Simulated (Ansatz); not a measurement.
Geometry optimisation, DFT PBE, scalar-relativistic, plane waves, PAW in Ansatz.

Input file:

```yaml
crystal:
  lattice:
    - [0.0, 5.43, 5.43]
    - [5.43, 0.0, 5.43]
    - [5.43, 5.43, 0.0]
  atoms:
    - { symbol: Si, position: [0.0, 0.0, 0.0] }
    - { symbol: Si, position: [0.125, 0.125, 0.125] }
    - { symbol: Si, position: [0.0, 0.0, 0.5] }
    - { symbol: Si, position: [0.125, 0.125, 0.625] }
    - { symbol: Si, position: [0.0, 0.5, 0.0] }
    - { symbol: Si, position: [0.125, 0.625, 0.125] }
    - { symbol: Si, position: [0.0, 0.5, 0.5] }
    - { symbol: Si, position: [0.125, 0.625, 0.625] }
    - { symbol: Si, position: [0.5, 0.0, 0.0] }
    - { symbol: Si, position: [0.625, 0.125, 0.125] }
    - { symbol: Si, position: [0.5, 0.0, 0.5] }
    - { symbol: Si, position: [0.625, 0.125, 0.625] }
    - { symbol: Si, position: [0.5, 0.5, 0.0] }
    - { symbol: Si, position: [0.625, 0.625, 0.125] }
    - { symbol: Si, position: [0.5, 0.5, 0.5] }
    - { symbol: Si, position: [0.625, 0.625, 0.625] }
    - { symbol: O, position: [0.37767348, 0.87470642, 0.37193576], spin: 1.0 }
magnetization:
  spin_polarized: true
basis:
  ecutwfc: 420.0
kpoints:
  mp_grid: { grid: [2, 2, 2] }
hamiltonian:
  xc: pbe
  pseudopotentials: { kind: paw, azcp: { folder: soft_1 } }
scf:
  occupations: { method: gaussian, width: 0.02 }
  lower_state_search: "off"
relax:
  f_tol: 0.03
  max_steps: 60
  adjacent_minimum: "off"
```

Command:

```bash
$ ansatz run input.yaml --threads 2 --pin off --max-ram 5120MiB --backend cpu --events-out ev --progress --plain --runs-dir out
```

Task: Where does it end, and by what steps?

Result: The forces met the threshold. Limits of this set-up: coarse k mesh. After 21 steps the energy has fallen by 3.495 eV; O17 moved furthest, 1.42 Å. Parted: Si9–Si14 (2.35 → 2.94 Å). Joined: Si9–O17 (2.33 → 1.66 Å), Si14–O17 (2.70 → 1.66 Å).

```csv
step,energy less start (eV),largest force component (eV/Å),accepted
0,0.0000,0.384,yes
1,-0.0766,0.291,yes
2,-0.1852,0.282,yes
3,-0.3773,1.009,yes
4,-0.4995,1.921,yes
5,-0.8988,1.058,yes
6,-1.1259,0.288,yes
7,-1.1685,0.407,yes
8,-1.2153,0.528,yes
9,-1.2981,0.211,yes
10,-1.3100,0.058,yes
11,-1.3122,0.075,yes
12,-1.3463,0.422,yes
13,-1.5522,0.921,yes
14,-1.8394,0.734,yes
15,-2.1290,1.582,yes
16,-2.7753,1.379,yes
17,-3.2468,1.653,yes
18,-3.4122,0.659,yes
19,-3.4751,0.189,yes
20,-3.4936,0.053,yes
21,-3.4953,0.008,yes
```

```xyz
17
Lattice="0.0000 5.4300 5.4300 5.4300 0.0000 5.4300 5.4300 5.4300 0.0000" Properties=species:S:1:pos:R:3
Si 0.118 -0.110 -0.014
Si 1.422 1.307 1.322
Si 2.681 2.778 -0.031
Si 4.109 4.047 1.336
Si 2.751 -0.020 2.677
Si 4.215 1.247 4.028
Si 5.481 2.676 2.660
Si 6.756 4.114 4.011
Si 0.347 2.658 2.865
Si 1.667 3.960 4.272
Si 2.734 5.386 2.693
Si 3.988 7.000 3.858
Si 3.002 2.554 5.566
Si 4.097 4.338 6.558
Si 5.394 5.664 5.151
Si 6.819 6.731 6.732
O 5.489 4.042 7.418
```

Whether the end is a true minimum wasn't checked by a vibrational analysis.

Run time: 3.5 min on 2 threads of Intel(R) Xeon(R) 6975P-C (Granite Rapids) (shared host), peak memory 0.72 GiB.
